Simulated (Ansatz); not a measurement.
# Ti6Al6H: the cost of one run

Method: DFT PBE, scalar-relativistic, plane waves, PAW, in Ansatz 0.2.0.

5 further runs of the same task are left out: 5 set aside as unsound or not needed. Runs told in other sessions of the task aren't counted.

## (1) The structure to begin with

Symmetry: P1, No. 1, triclinic system. Conventional cell: a = 4.958 Å, b = 5.644 Å, c = 20.187 Å, α = 90.00°, β = 90.00°, γ = 90.00°. Ti (site symmetry 1) is surrounded by 3 Ti at 2.78 to 2.82 Å and 6 Al at 2.84 to 2.85 Å. Around Al (site symmetry 1) lie 3 Al at 2.77 to 2.82 Å and 6 Ti at 2.85 to 2.86 Å. Around Ti (site symmetry 1) lie 4 Ti at 2.74 to 2.82 Å and 8 Al at 2.84 to 2.91 Å. Around Al (site symmetry 1) lie 4 Al at 2.77 to 2.87 Å and 8 Ti at 2.80 to 2.86 Å. Only part of the 13 independent sites is listed.

Structure file:

```
CELL_PARAMETERS angstrom
5.64371 0.00000 0.00000
0.00000 4.95804 0.00000
0.00000 0.00000 20.18715
ATOMIC_POSITIONS crystal
Ti 0.00000 0.32393 0.19815
Ti 0.50000 0.32393 0.19815
Al 0.25000 0.82393 0.19815
Al 0.75000 0.82393 0.19815
Ti 0.00000 0.63765 0.31235
Ti 0.50000 0.63765 0.31235
Al 0.25000 0.14017 0.31133
Al 0.75000 0.14017 0.31133
Ti 0.00000 0.95948 0.42257
Ti 0.50000 0.95948 0.42257
Al 0.25000 0.45653 0.43033
Al 0.75000 0.45653 0.43033
H 0.41667 0.45653 0.49610
```

This is the geometry of the first run shown, built on a cell relaxed beforehand with the same method.

## (2) What is varied

Atoms count from 1 in the order of the input.

H is moved over the surface cell; relaxed at each place: the height of the adsorbate's atoms; substrate rigid; the origin of the map has the adsorbate above Al11.

- position of H13 along the first surface vector, from above Al11: 6 values from 0.000 to 0.833, periodic
- position of H13 along the second surface vector, from above Al11: 6 values from 0.000 to 0.833, periodic

Relaxed at each point: the height of the adsorbate's atoms; substrate rigid. Points are written as (first, second).

The two vectors of the plane (Å): (2.822, 0.000, 0.000); (0.000, 4.958, 0.000).

## (3) The run at (2/6, 0/6) of the map's two axes

input.yaml reads:

```yaml
crystal:
  lattice:
    - [5.6437148484, 0.0, 0.0]
    - [0.0, 4.9580382204, 0.0]
    - [0.0, 0.0, 20.1871504474]
  atoms:
    - { symbol: Ti, position: [0.0, 0.32392942, 0.1981458458] }
    - { symbol: Ti, position: [0.5, 0.32392942, 0.1981458458] }
    - { symbol: Al, position: [0.25, 0.82392942, 0.1981458458] }
    - { symbol: Al, position: [0.75, 0.82392942, 0.1981458458] }
    - { symbol: Ti, position: [0.0, 0.6376472306, 0.3123548628] }
    - { symbol: Ti, position: [0.5, 0.6376472306, 0.3123548628] }
    - { symbol: Al, position: [0.25, 0.140167878, 0.3113266804] }
    - { symbol: Al, position: [0.75, 0.140167878, 0.3113266804] }
    - { symbol: Ti, position: [0.0, 0.9594831303, 0.4225709853] }
    - { symbol: Ti, position: [0.5, 0.9594831303, 0.4225709853] }
    - { symbol: Al, position: [0.25, 0.4565330473, 0.4303306933] }
    - { symbol: Al, position: [0.75, 0.4565330473, 0.4303306933] }
    - { symbol: H, position: [0.4166666667, 0.4565330473, 0.4960957567] }
basis:
  ecutwfc: 420
kpoints:
  mp_grid: { grid: [5, 6, 1] }
hamiltonian:
  xc: pbe
  pseudopotentials: { kind: paw, azcp: { folder: soft_1 } }
scf:
  occupations: { method: gaussian, width: 0.1 }
output:
  forces: true
  eigenvalues: true
relax:
  adjacent_minimum: "off"
  f_tol: 0.025
  max_steps: 16
  constraints:
    - { sites: [0, 1, 2, 3, 4, 5, 6, 7, 8, 9, 10, 11] }
    - { sites: [12], fix: xy }
efield:
  axis: 3
  dipole_correction: true
  ramp_width: 0.04
```

Run with:

```bash
> ansatz run input.yaml --threads 4 --pin off --max-ram 12288MiB --backend cpu --events-out ev --progress --plain --runs-dir out
```

Q: Estimate wall time and peak memory on 4 threads of Intel Xeon 6975P-C (Granite Rapids), shared host.

About 22 s, with a peak of 1.3 GiB.
